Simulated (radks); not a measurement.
# Ionising europium step by step, Eu²¹⁺ to Eu⁴¹⁺

Wanted: the ionisation ladder of europium and its errors against NIST. Each value is a difference of total energies (Δ-SCF).

The numbers are computed with radks (a radial shooting solver on a logarithmic mesh, Libxc functionals) version 1 (Dirac Kohn-Sham, PBE, spin-unpolarised, spherical densities, point nucleus; open shells are shared between the two j in proportion to 2j + 1), except any that are marked as measured or tabulated.

## Step 1: What is computed

* element: europium (Z = 63)
* charges: 21 to 41
* first configuration: [Kr] 4d6
* last configuration: [Ar] 3d4

Outer shells as boxes (Hund's rule):

Eu²¹⁺
```
[Kr] core
4d [↑↓][↑ ][↑ ][↑ ][↑ ]
```

Eu⁴¹⁺
```
[Ar] core
3d [↑ ][↑ ][↑ ][↑ ][  ]
```

## Step 2: Eu²¹⁺, [Kr] 4d6

The run's settings:

```text
Z 63
configuration [Kr] 4d6
relativity Dirac
functional pbe,pbe
spin unpolarised
j_filling average
nucleus point
c 137.035999084
```

## Step 3: Eu²²⁺, [Kr] 4d5

Settings, as their differences from step 2:

```diff
@@ -1,3 +1,3 @@
 Z 63
-configuration [Kr] 4d6
+configuration [Kr] 4d5 5s0 5p0
 relativity Dirac
```

## Step 4: Eu²³⁺, [Kr] 4d4

Settings, as their differences from step 3:

```diff
@@ -1,3 +1,3 @@
 Z 63
-configuration [Kr] 4d5 5s0 5p0
+configuration [Kr] 4d4
 relativity Dirac
```

## Step 5: Eu²⁴⁺, [Kr] 4d3

Settings, as their differences from step 4:

```diff
@@ -1,3 +1,3 @@
 Z 63
-configuration [Kr] 4d4
+configuration [Kr] 4d3 5s0 5p0
 relativity Dirac
```

## Step 6: Eu²⁵⁺, [Kr] 4d2

Settings, as their differences from step 5:

```diff
@@ -1,3 +1,3 @@
 Z 63
-configuration [Kr] 4d3 5s0 5p0
+configuration [Kr] 4d2 5s0 5p0
 relativity Dirac
```

## Step 7: Eu²⁶⁺, [Kr] 4d1

Settings, as their differences from step 6:

```diff
@@ -1,3 +1,3 @@
 Z 63
-configuration [Kr] 4d2 5s0 5p0
+configuration [Kr] 4d1
 relativity Dirac
```

## Step 8: Eu²⁷⁺, [Kr]

Settings, as their differences from step 7:

```diff
@@ -1,3 +1,3 @@
 Z 63
-configuration [Kr] 4d1
+configuration [Kr]
 relativity Dirac
```

## Step 9: Eu²⁸⁺, [Ar] 3d10 4s2 4p5

Settings, as their differences from step 8:

```diff
@@ -1,3 +1,3 @@
 Z 63
-configuration [Kr]
+configuration [Ar] 3d10 4s2 4p5
 relativity Dirac
```

## Step 10: Eu²⁹⁺, [Ar] 3d10 4s2 4p4

Settings, as their differences from step 9:

```diff
@@ -1,3 +1,3 @@
 Z 63
-configuration [Ar] 3d10 4s2 4p5
+configuration [Ar] 3d10 4s2 4p4
 relativity Dirac
```

## Step 11: Eu³⁰⁺, [Ar] 3d10 4s2 4p3

Settings, as their differences from step 10:

```diff
@@ -1,3 +1,3 @@
 Z 63
-configuration [Ar] 3d10 4s2 4p4
+configuration [Ar] 3d10 4s2 4p3 5s0 4d0
 relativity Dirac
```

## Step 12: Eu³¹⁺, [Ar] 3d10 4s2 4p2

The run's settings:

```text
Z 63
configuration [Ar] 3d10 4s2 4p2
relativity Dirac
functional pbe,pbe
spin unpolarised
j_filling average
nucleus point
c 137.035999084
```

## Step 13: Eu³²⁺, [Ar] 3d10 4s2 4p1

Settings, as their differences from step 12:

```diff
@@ -1,3 +1,3 @@
 Z 63
-configuration [Ar] 3d10 4s2 4p2
+configuration [Ar] 3d10 4s2 4p1 5s0 4d0
 relativity Dirac
```

## Step 14: Eu³³⁺, [Ar] 3d10 4s2

The run's settings:

```text
Z 63
configuration [Ar] 3d10 4s2 4p0 5s0
relativity Dirac
functional pbe,pbe
spin unpolarised
j_filling average
nucleus point
c 137.035999084
```

## Step 15: Eu³⁴⁺, [Ar] 3d10 4s1

Settings, as their differences from step 14:

```diff
@@ -1,3 +1,3 @@
 Z 63
-configuration [Ar] 3d10 4s2 4p0 5s0
+configuration [Ar] 3d10 4s1
 relativity Dirac
```

## Step 16: Eu³⁵⁺, [Ar] 3d10

Settings, as their differences from step 15:

```diff
@@ -1,3 +1,3 @@
 Z 63
-configuration [Ar] 3d10 4s1
+configuration [Ar] 3d10 4s0 4p0
 relativity Dirac
```

## Step 17: Eu³⁶⁺, [Ar] 3d9

Settings, as their differences from step 16:

```diff
@@ -1,3 +1,3 @@
 Z 63
-configuration [Ar] 3d10 4s0 4p0
+configuration [Ar] 3d9
 relativity Dirac
```

## Step 18: Eu³⁷⁺, [Ar] 3d8

Settings, as their differences from step 17:

```diff
@@ -1,3 +1,3 @@
 Z 63
-configuration [Ar] 3d9
+configuration [Ar] 3d8
 relativity Dirac
```

## Step 19: Eu³⁸⁺, [Ar] 3d7

Settings, as their differences from step 18:

```diff
@@ -1,3 +1,3 @@
 Z 63
-configuration [Ar] 3d8
+configuration [Ar] 3d7 4s0 4p0
 relativity Dirac
```

## Step 20: Eu³⁹⁺, [Ar] 3d6

Settings, as their differences from step 19:

```diff
@@ -1,3 +1,3 @@
 Z 63
-configuration [Ar] 3d7 4s0 4p0
+configuration [Ar] 3d6
 relativity Dirac
```

## Step 21: Eu⁴⁰⁺, [Ar] 3d5

Settings, as their differences from step 20:

```diff
@@ -1,3 +1,3 @@
 Z 63
-configuration [Ar] 3d6
+configuration [Ar] 3d5
 relativity Dirac
```

## Step 22: Eu⁴¹⁺, [Ar] 3d4

Settings, as their differences from step 21:

```diff
@@ -1,3 +1,3 @@
 Z 63
-configuration [Ar] 3d5
+configuration [Ar] 3d4
 relativity Dirac
```

What does the calculation give? Wanted: for each run, species; configuration; Δ-SCF; −ε(HOMO); NIST; error.

The runs gave:

```
species      configuration  Δ-SCF (eV)  −ε(HOMO) (eV)           NIST (eV)  error (%)
  Eu²¹⁺           [Kr] 4d6      672.84         650.57        667 (theory)       +0.9
  Eu²²⁺           [Kr] 4d5      712.22         689.56        709 (theory)       +0.5
  Eu²³⁺           [Kr] 4d4      752.22         729.17        755 (theory)       -0.4
  Eu²⁴⁺           [Kr] 4d3      792.82         769.39        795 (theory)       -0.3
  Eu²⁵⁺           [Kr] 4d2      834.00         810.21        838 (theory)       -0.5
  Eu²⁶⁺           [Kr] 4d1      875.76         851.60        879 (theory)       -0.4
  Eu²⁷⁺               [Kr]      1052.7         1018.3       1037 (theory)       +1.5
  Eu²⁸⁺  [Ar] 3d10 4s2 4p5      1095.8         1061.0       1078 (theory)       +1.7
  Eu²⁹⁺  [Ar] 3d10 4s2 4p4      1139.2         1104.0       1124 (theory)       +1.4
  Eu³⁰⁺  [Ar] 3d10 4s2 4p3      1183.0         1147.4       1167 (theory)       +1.4
  Eu³¹⁺  [Ar] 3d10 4s2 4p2      1226.9         1191.0       1249 (theory)       -1.8
  Eu³²⁺  [Ar] 3d10 4s2 4p1      1271.0         1234.7       1296 (theory)       -1.9
  Eu³³⁺      [Ar] 3d10 4s2      1415.5         1392.8       1406 (theory)       +0.7
  Eu³⁴⁺      [Ar] 3d10 4s1      1461.3         1438.3  1456.1 (semi-emp.)       +0.4
  Eu³⁵⁺          [Ar] 3d10      2507.4         2444.0       2495 (theory)       +0.5
  Eu³⁶⁺           [Ar] 3d9      2610.7         2546.2       2591 (theory)       +0.8
  Eu³⁷⁺           [Ar] 3d8      2715.5         2649.9       2697 (theory)       +0.7
  Eu³⁸⁺           [Ar] 3d7      2821.8         2755.2       2807 (theory)       +0.5
  Eu³⁹⁺           [Ar] 3d6      2929.5         2861.9       2914 (theory)       +0.5
  Eu⁴⁰⁺           [Ar] 3d5      3038.7         2970.0       3022 (theory)       +0.6
```

Reference values: NIST Atomic Spectra Database (exp. measured, semi-emp. semi-empirical, theory a theoretical value adopted there). The steepest step, after dividing by the final charge, comes at Eu³⁵⁺ in [Ar] 3d10, where the value goes from 1461.3 to 2507.4 eV. There the highest level belongs to another shell. Minus the highest eigenvalue gives 97 to 98 % of the Δ-SCF value along the ladder. Spin polarisation and multiplet splitting are left out, so open shells lie too high by an amount that depends on their filling. Sharing an open shell by 2j + 1 raises it above the true ground level by a part of the spin-orbit splitting, which enters the differences from NIST.
